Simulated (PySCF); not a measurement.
**C₃H₉FN₂Si: electronic excitations**

Aim: predict the electronic excitations of C₃H₉FN₂Si (`N[Si]1(N)CC[C@@H]1F`).

The runs use PySCF 2.14.0, with density-fitted response routines of our own; the level of theory stands in each step. All values are computed, except where a source is named. Atoms are numbered from 0 throughout.

### 1 Starting geometry

16 atoms, charge 0, multiplicity 1; geometry from: GFN2-xTB.

Bonds of the start (Å): N0–Si1 1.72, Si1–N2 1.72, Si1–C3 1.92, C3–C4 1.54, C4–C5 1.54, C5–F6 1.39, C5–Si1 1.94, N0–H7 1.01, N0–H8 1.01, N2–H9 1.01, N2–H10 1.01, C3–H11 1.09, C3–H12 1.09, C4–H13 1.09, C4–H14 1.09, C5–H15 1.09.

### 2 Ultraviolet spectrum: PBE0/def2-SVPD

Job settings and geometry (Å):

```
{"job": {"kind": "uv", "xc": "PBE0", "basis": "def2-SVPD", "nstates": 8, "ntriplets": 3}, "charge": 0, "multiplicity": 1}
N      1.240749     1.742750    -0.421418
Si     0.688947     0.163769    -0.018914
N      2.089196    -0.707997     0.475614
C     -0.665532    -0.500651    -1.200566
C     -1.721791    -0.468753    -0.076703
C     -0.836979    -0.130121     1.134766
F     -1.314020     0.976003     1.831179
H      0.544563     2.443456    -0.620943
H      1.965261     2.138033     0.156507
H      2.936047    -0.561194    -0.047857
H      1.996432    -1.679965     0.719682
H     -0.936103     0.109149    -2.058514
H     -0.496343    -1.510773    -1.568177
H     -2.443952     0.331430    -0.230555
H     -2.265893    -1.404980     0.037693
H     -0.788181    -0.931211     1.876796
```

Method: TDDFT PBE0/def2-SVPD, vertical, gas phase, core orbitals frozen in the response.

Launch:

```console
> OMP_NUM_THREADS=1 python probes_run.py task.json out
```

This one command runs all jobs of the session in turn.

The program printed:

```text
coarse grid: 13672 points
cycle   1  E = -617.6573448318  dE =  7.115e-01  |g| = 6.694e-01  |ddm| = 5.568e+00
cycle   2  E = -617.5948180171  dE =  6.253e-02  |g| = 8.848e-01  |ddm| = 2.166e+00
cycle   3  E = -617.7525297069  dE = -1.577e-01  |g| = 7.945e-02  |ddm| = 1.053e+00
cycle   4  E = -617.7536102558  dE = -1.081e-03  |g| = 3.804e-02  |ddm| = 1.287e-01
cycle   5  E = -617.7539474678  dE = -3.372e-04  |g| = 4.778e-03  |ddm| = 5.586e-02
cycle   6  E = -617.7539514331  dE = -3.965e-06  |g| = 2.254e-03  |ddm| = 1.149e-02
final grid: 127488 points
cycle   7  E = -617.8266139627  dE = -2.713e-05  |g| = 1.156e-02  |ddm| = 1.093e-01
cycle   8  E = -617.8265891748  dE =  2.479e-05  |g| = 1.619e-02  |ddm| = 3.230e-02
cycle   9  E = -617.8266424495  dE = -5.327e-05  |g| = 9.947e-04  |ddm| = 1.765e-02
cycle  10  E = -617.8266426361  dE = -1.865e-07  |g| = 2.299e-04  |ddm| = 1.248e-03
cycle  11  E = -617.8266426451  dE = -9.019e-09  |g| = 5.771e-05  |ddm| = 4.295e-04
cycle  12  E = -617.8266426457  dE = -5.830e-10  |g| = 2.950e-05  |ddm| = 1.149e-04
converged SCF energy = -617.8266426457

Static polarisability (au): isotropic 75.359, principal 70.622 71.481 83.973

Singlet excitations
state   eV       nm        f      main configurations
  1   6.0679    204.3   0.02267   H->L 0.56, H->L+1 0.42
  2   6.1880    200.4   0.02588   H->L+1 0.54, H->L 0.42
  3   6.6189    187.3   0.01733   H-1->L 0.90
  4   6.8827    180.1   0.00472   H->L+2 0.83, H-1->L+1 0.13
  5   6.9733    177.8   0.03398   H-1->L+1 0.80, H->L+2 0.13
  6   7.1666    173.0   0.03161   H->L+3 0.90
  7   7.4911    165.5   0.01409   H-2->L 0.47, H-2->L+1 0.21, H-1->L+2 0.17
  8   7.5988    163.2   0.00636   H-2->L+1 0.37, H-1->L+2 0.35, H->L+4 0.10

Triplet excitations (Tamm-Dancoff, eV): 5.5835 5.9614 6.3327
```

Wall time 44 s (1 thread of Arm Neoverse V1, shared host); peak memory 0.88 GiB.

The orbitals next to the gap, with their largest atomic shares:

```
orbital     eV                        atoms
 HOMO−3  -8.75    F6 17 %, N0 15 %, N2 14 %
 HOMO−2  -8.35    N0 22 %, C4 15 %, C5 12 %
 HOMO−1  -7.56   N2 38 %, N0 23 %, Si1 10 %
   HOMO  -6.91   C5 22 %, C3 15 %, Si1 15 %
   LUMO   0.30  Si1 32 %, H9 10 %, H10 10 %
 LUMO+1   0.62   C5 16 %, Si1 14 %, F6 10 %
 LUMO+2   1.11   C4 18 %, H14 15 %, C3 11 %
```

With each of the 8 states as a Gaussian band of 0.4 eV half-width at 1/e, the curve within the window shown has maxima at 200 nm (ε 2,200), 176 nm (ε 3,100) L/(mol cm). Beyond the last state computed it falls off for lack of states. The curve at chosen wavelengths:

(nm, ε (L/mol/cm)): (157, 400), (160, 783), (163, 1280), (165, 1651), (168, 2225), (171, 2730), (174, 3044), (176, 3102), (179, 2967), (182, 2657), (185, 2320), (187, 2145), (190, 2006), (193, 2009), (196, 2089), (198, 2137), (201, 2140), (204, 2016), (207, 1770), (209, 1558), (212, 1210), (215, 878), (218, 596), (220, 445), (223, 274), (226, 160)

Further results of this job:

```
           property  computed
  dipole moment (D)      2.16
polarisability (Å³)     11.17
 HOMO–LUMO gap (eV)      7.21
      −ε(HOMO) (eV)      6.91
```

### 3 Outcome

```
                                quantity                        value
         lowest singlet (PBE0/def2-SVPD)  6.07 eV (204 nm), f = 0.023
brightest single state of those computed  state 5, 6.97 eV, f = 0.034
                          lowest triplet                      5.58 eV
```

In words: The lowest singlet, at 6.07 eV, is HOMO→LUMO 0.56, HOMO→LUMO+1 0.42 and is weak; of the 8 states computed, the strongest absorption comes from state 5 at 6.97 eV. The lowest triplet lies 0.48 eV below the lowest singlet (triplets in Tamm-Dancoff, singlets in full TDDFT). States above −ε(HOMO) lie where TDDFT describes them poorly and they hang on the basis; the brightest is among them.
